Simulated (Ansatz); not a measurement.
# CH₃ClOSn: small, medium and large basis sets

How large a basis does CH₃ClOSn need? Two functionals are run in growing sets.

The runs use Ansatz 0.2.0, Gaussian basis; one geometry, several basis sets.

Levels to be run: PBE0-D4/def2-SVP; ωB97M-V/def2-SVP; PBE0-D4/def2-QZVPP; ωB97M-V/def2-QZVPP; the functionals' def2-TZVPP values are taken from earlier runs.

### Step 1. Structure used throughout

All runs share one geometry, relaxed beforehand with PBE0-D4 in a triple-zeta def2 set. Sn takes the def2 core potential; no spin-orbit term is included.

SMILES `C[O][Sn][Cl]`, 7 atoms, charge 0, spin multiplicity 1.

Atoms are counted from 1 here; the program's logs count them from 0.

Bond lengths: C1–O2 1.405 Å, C1–H5 1.095 Å, C1–H6 1.095 Å, C1–H7 1.095 Å, O2–Sn3 1.958 Å, Sn3–Cl4 2.388 Å. Angles: O2–C1–H5 109.5°, O2–C1–H6 112.6°, O2–C1–H7 109.5°, H5–C1–H6 108.5°, H5–C1–H7 108.0°, H6–C1–H7 108.5°, C1–O2–Sn3 131.7°, O2–Sn3–Cl4 98.6°.

### Step 2. PBE0-D4 in def2-SVP

in.yaml

```yaml
crystal:
  periodic: [false, false, false]
  atoms:
    - {symbol: C, position_ang: [0.014514, 0.875606, 0.134193]}
    - {symbol: O, position_ang: [0.763070, 0.070669, -0.741217]}
    - {symbol: Sn, position_ang: [0.759911, -1.861479, -1.057555]}
    - {symbol: Cl, position_ang: [-0.928599, -2.478466, 0.513876]}
    - {symbol: H, position_ang: [-0.540917, 1.623631, -0.441327]}
    - {symbol: H, position_ang: [-0.697492, 0.297400, 0.732248]}
    - {symbol: H, position_ang: [0.690713, 1.404738, 0.813982]}
basis:
  gaussian: {orbitals: def2-SVP}
hamiltonian: {xc: pbe0, dispersion: d4}
output: {orbitals: {seedname: orbitals}}
```

On the command line:

```sh
ansatz run in.yaml --threads 4 --pin off --events-out ev --progress --plain --max-ram 10444MiB
```

The runs that follow: ωB97M-V in def2-SVP; PBE0-D4 in def2-QZVPP; ωB97M-V in def2-QZVPP.

**Question.** What will the summary of the whole plan be? Wanted: PBE0-D4: double and triple zeta above quadruple; ωB97M-V: double and triple zeta above quadruple.

**Answer**, as computed:

| quantity | value |
| --- | --- |
| PBE0-D4: double and triple zeta above quadruple | 8.95, 0.61 eV |
| ωB97M-V: double and triple zeta above quadruple | 9.04, 0.59 eV |

**Reading.** For PBE0-D4 the step from double to triple zeta gains 8.34 eV and the next only 0.61 eV. These are total energies; as a rule much of such shifts cancels in differences, which this series doesn't test.
